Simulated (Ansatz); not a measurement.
# BFH6N2O: the cost of one run

Program: Ansatz 0.2.0. Level of theory: RKS revPBE-D4/def2-SVP. These are calculated values, not measurements.

### Step 1. The starting structure

Bond lengths: B1–O2 1.760 Å, O2–H3 1.010 Å, B1–N4 1.550 Å, N4–H5 1.060 Å, N4–H6 1.060 Å, B1–F7 1.320 Å, B1–N8 1.850 Å, N8–H9 1.060 Å, N8–H10 1.060 Å, O2–H11 1.140 Å, N8–H11 1.157 Å. Angles (14 of 19 angles, heavy atoms first): O2–B1–N4 120.0°, O2–B1–F7 120.0°, O2–B1–N8 71.6°, N4–B1–F7 120.0°, N4–B1–N8 96.8°, F7–B1–N8 101.3°, B1–O2–H3 109.5°, B1–O2–H11 79.4°, B1–N4–H5 120.0°, B1–N4–H6 120.0°, B1–N8–H9 120.0°, B1–N8–H10 120.0°, B1–N8–H11 75.1°, O2–H11–N8 133.9°.

As a file:

```xyz
11

B     0.0000    0.0000    0.0000
O     0.0000    0.0000    1.7600
H    -0.9095   -0.2814    2.0971
N     1.3423    0.0000   -0.7750
H     1.8089   -0.9179   -1.0268
H     1.7937    0.9179   -1.0532
F    -1.1431    0.0000   -0.6600
N     0.0829    1.7537    0.5833
H     0.4765    1.9752    1.5423
H    -0.2631    2.5370   -0.0414
H     0.0529    1.1189    1.5507
```

### Step 2. A restrained relaxation towards end A

Springs on the bonds that form and break draw the guess towards this end; the thresholds are loose.

Contents of input.yaml:

```yaml
crystal:
  periodic: [false, false, false]
  atoms:
    - { symbol: B, position_ang: [0.0, 0.0, 0.0] }
    - { symbol: O, position_ang: [0.0, 0.0, 1.76] }
    - { symbol: H, position_ang: [-0.9095, -0.2814, 2.0971] }
    - { symbol: "N", position_ang: [1.3423, 0.0, -0.775] }
    - { symbol: H, position_ang: [1.8089, -0.9179, -1.0268] }
    - { symbol: H, position_ang: [1.7937, 0.9179, -1.0532] }
    - { symbol: F, position_ang: [-1.1431, 0.0, -0.66] }
    - { symbol: "N", position_ang: [0.0829, 1.7537, 0.5833] }
    - { symbol: H, position_ang: [0.4765, 1.9752, 1.5423] }
    - { symbol: H, position_ang: [-0.2631, 2.537, -0.0414] }
    - { symbol: H, position_ang: [0.0529, 1.1189, 1.5507] }
basis:
  gaussian: { orbitals: def2-SVP }
hamiltonian:
  xc: revpbe
  dispersion: d4
relax:
  f_tol: 0.15
  max_steps: 25
  restrain:
    - { distance: [0, 7], at: 2.75, k: 30.0 }
    - { distance: [10, 1], at: 2.21, k: 30.0 }
    - { distance: [0, 1], at: 1.41, k: 30.0 }
    - { distance: [10, 7], at: 1.06, k: 30.0 }
output:
  orbitals: {}
```

Run with:

```bash
$ ansatz run input.yaml --threads 2 --pin off --max-ram 3072MiB --backend cpu --events-out ev --progress --plain --runs-dir out
```

What time and memory should one allow on 2 threads of AMD EPYC 9R45 (Zen 5), shared host?

About 9.7 s, with a peak of 0.17 GiB.
